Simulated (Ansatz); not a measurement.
**FH₅O₃Si₂: basis-set convergence**

How large a basis does FH₅O₃Si₂ need? Two functionals are run in growing sets.

Program: Ansatz 0.2.0, Gaussian basis. Level of theory: one geometry, several basis sets. These are calculated values, not measurements.

Levels to be run: PBE0-D4/def2-SVP; ωB97M-V/def2-SVP; PBE0-D4/def2-QZVPP; ωB97M-V/def2-QZVPP; the functionals' def2-TZVPP values are taken from earlier runs.

**1. The geometry**

All runs share one geometry, relaxed beforehand with PBE0-D4 in a triple-zeta def2 set.

SMILES `O[SiH](O)O[SiH2]F`, 11 atoms, charge 0, spin multiplicity 1.

Atoms are counted from 1 here; the program's logs count them from 0.

Bond lengths: O1–Si2 1.629 Å, O1–H7 0.959 Å, Si2–O3 1.638 Å, Si2–O4 1.625 Å, Si2–H8 1.472 Å, O3–H9 0.958 Å, O4–Si5 1.620 Å, Si5–F6 1.592 Å, Si5–H10 1.478 Å, Si5–H11 1.479 Å. Angles: Si2–O1–H7 118.7°, O1–Si2–O3 113.3°, O1–Si2–O4 110.9°, O1–Si2–H8 105.1°, O3–Si2–O4 104.3°, O3–Si2–H8 112.1°, O4–Si2–H8 111.3°, Si2–O3–H9 117.9°, Si2–O4–Si5 148.0°, O4–Si5–F6 107.7°, O4–Si5–H10 110.1°, O4–Si5–H11 111.0°, F6–Si5–H10 107.3°, F6–Si5–H11 107.6°, H10–Si5–H11 112.9°.

**2. PBE0-D4 in def2-SVP**

The input, in.yaml:

```yaml
crystal:
  periodic: [false, false, false]
  atoms:
    - {symbol: O, position_ang: [-1.717766, -1.065928, 1.356022]}
    - {symbol: Si, position_ang: [-0.231460, -0.901812, 0.710570]}
    - {symbol: O, position_ang: [0.820164, -0.121857, 1.694354]}
    - {symbol: O, position_ang: [-0.280341, 0.013893, -0.630461]}
    - {symbol: Si, position_ang: [0.484991, 1.045441, -1.617896]}
    - {symbol: F, position_ang: [-0.056854, 0.796343, -3.093752]}
    - {symbol: H, position_ang: [-2.238324, -0.277853, 1.519967]}
    - {symbol: H, position_ang: [0.207054, -2.273920, 0.406047]}
    - {symbol: H, position_ang: [0.988507, -0.497351, 2.559528]}
    - {symbol: H, position_ang: [0.148678, 2.438318, -1.255856]}
    - {symbol: H, position_ang: [1.940852, 0.787825, -1.627824]}
basis:
  gaussian: {orbitals: def2-SVP}
hamiltonian: {xc: pbe0, dispersion: d4}
output: {orbitals: {seedname: orbitals}}
```

Further steps of the session: ωB97M-V in def2-SVP; PBE0-D4 in def2-QZVPP; ωB97M-V in def2-QZVPP.

Before running them: what should the planned runs give, taken together? Wanted: PBE0-D4: double and triple zeta above quadruple; ωB97M-V: double and triple zeta above quadruple.

**Answer**, as computed:

| quantity | value |
| --- | --- |
| PBE0-D4: double and triple zeta above quadruple | 18.62, 1.11 eV |
| ωB97M-V: double and triple zeta above quadruple | 18.77, 1.03 eV |

In words: For PBE0-D4 the step from double to triple zeta gains 17.52 eV and the next only 1.11 eV. Total energies overstate the basis error of differences, where much of it tends to cancel. The LUMO of ωB97M-V is positive and keeps falling with the basis (2.84 to 1.30 eV): an unbound level that the basis holds in place.
